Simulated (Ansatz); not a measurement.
# FH6N3Zr: up Jacob's ladder to CCSD(T)

The task here is to estimate one member of a computed series from the others.

Computed with Ansatz 0.2.0, Gaussian basis. Level: functionals in def2-TZVPP, the program's frozen cores in correlated methods.

Plan: LDA (SPW92), PBE-D4, revPBE-D4, BLYP-D4, r2SCAN-D4, B97M-V, PBE0-D4, B3LYP-D4, r2SCANh-D4, r2SCAN0-D4, HSE06-D4, BHLYP-D4, CAM-B3LYP-D4, LC-ωPBE, ωB97X-V, ωB97M-V, B2PLYP, PBE-QIDH; CCSD(T)/def2-SVP; CCSD(T)/def2-TZVPP; MP2/def2-QZVPP; extrapolation to the limit; RPA on PBE.

**The relaxed structure**

All runs share one geometry, relaxed beforehand with PBE0-D4 in a triple-zeta def2 set. Zr takes the def2 core potential; no spin-orbit term is included.

11 atoms, charge 0, spin multiplicity 1.

Atoms are counted from 1 here; the program's logs count them from 0.

Bond lengths: N1–Zr2 2.037 Å, N1–H6 1.012 Å, N1–H7 1.010 Å, Zr2–N3 2.037 Å, Zr2–N4 2.037 Å, Zr2–F5 1.930 Å, N3–H8 1.012 Å, N3–H9 1.010 Å, N4–H10 1.012 Å, N4–H11 1.010 Å. Angles: Zr2–N1–H6 125.2°, Zr2–N1–H7 125.8°, H6–N1–H7 108.7°, N1–Zr2–N3 107.1°, N1–Zr2–N4 107.2°, N1–Zr2–F5 111.7°, N3–Zr2–N4 107.1°, N3–Zr2–F5 111.7°, N4–Zr2–F5 111.7°, Zr2–N3–H8 125.2°, Zr2–N3–H9 125.8°, H8–N3–H9 108.7°, Zr2–N4–H10 125.2°, Zr2–N4–H11 125.8°, H10–N4–H11 108.7°.

The first run:

File in.yaml:

```yaml
crystal:
  periodic: [false, false, false]
  atoms:
    - {symbol: N, position_ang: [0.794075, 1.704144, 0.306143]}
    - {symbol: Zr, position_ang: [-0.455910, 0.184420, -0.220095]}
    - {symbol: N, position_ang: [0.568931, -1.018525, -1.505256]}
    - {symbol: N, position_ang: [-0.818307, -0.905927, 1.461707]}
    - {symbol: F, position_ang: [-2.089213, 0.844813, -1.008079]}
    - {symbol: H, position_ang: [0.505347, 2.577471, 0.727212]}
    - {symbol: H, position_ang: [1.780669, 1.757489, 0.095520]}
    - {symbol: H, position_ang: [0.677284, -0.853333, -2.497382]}
    - {symbol: H, position_ang: [0.957956, -1.924196, -1.284003]}
    - {symbol: H, position_ang: [-1.578390, -1.563356, 1.577388]}
    - {symbol: H, position_ang: [-0.342441, -0.803000, 2.346844]}
basis:
  gaussian: {orbitals: def2-TZVPP}
hamiltonian: {xc: lda}
output: {orbitals: {seedname: orbitals}}
```

On the command line:

```console
> ansatz run in.yaml --threads 4 --pin off --events-out ev --progress --plain --max-ram 10444MiB
```

Among the steps run: LDA; PBE-D4 (GGA); revPBE-D4 (GGA); BLYP-D4 (GGA); r2SCAN-D4 (meta-GGA); B97M-V (meta-GGA); B3LYP-D4 (hybrid); r2SCANh-D4 (hybrid); r2SCAN0-D4 (hybrid); HSE06-D4 (hybrid); BHLYP-D4 (hybrid); CAM-B3LYP-D4 (range-separated); LC-ωPBE (range-separated); ωB97X-V (range-separated); ωB97M-V (range-separated); B2PLYP (double hybrid); PBE-QIDH (double hybrid).

One table of the session follows, with a row left open; its other results are not shown here.

It belongs to the step «Orbital energies across the functionals». 

```
  functional  HOMO (eV)  gap (eV)
 LDA (SPW92)      -5.90      4.74
      PBE-D4      -5.70      4.78
   revPBE-D4      -5.63      4.80
     BLYP-D4      -5.59      4.74
   r2SCAN-D4      -5.98      5.30
      B97M-V      -6.04      5.26
     PBE0-D4      -7.08      6.89
    B3LYP-D4          ?         ?
  r2SCANh-D4      -6.50      6.14
  r2SCAN0-D4      -7.29      7.42
    HSE06-D4      -6.67      6.15
    BHLYP-D4      -8.38      8.62
CAM-B3LYP-D4      -8.51      8.91
     LC-ωPBE      -9.91     11.36
     ωB97X-V      -9.53     10.82
     ωB97M-V      -9.44     10.21
```

Q: Estimate the row for B3LYP-D4 from the others.

Worked estimate for «HOMO (eV)». Against the share of exact exchange, BLYP-D4 (0, -5.59), BHLYP-D4 (0.5, -8.38) give a slope of -5.58 per unit share; at 0.2 the line stands at -6.71.

As computed: HOMO (eV): -6.85; gap (eV): 6.37. In «HOMO (eV)» the line misses by +0.14.
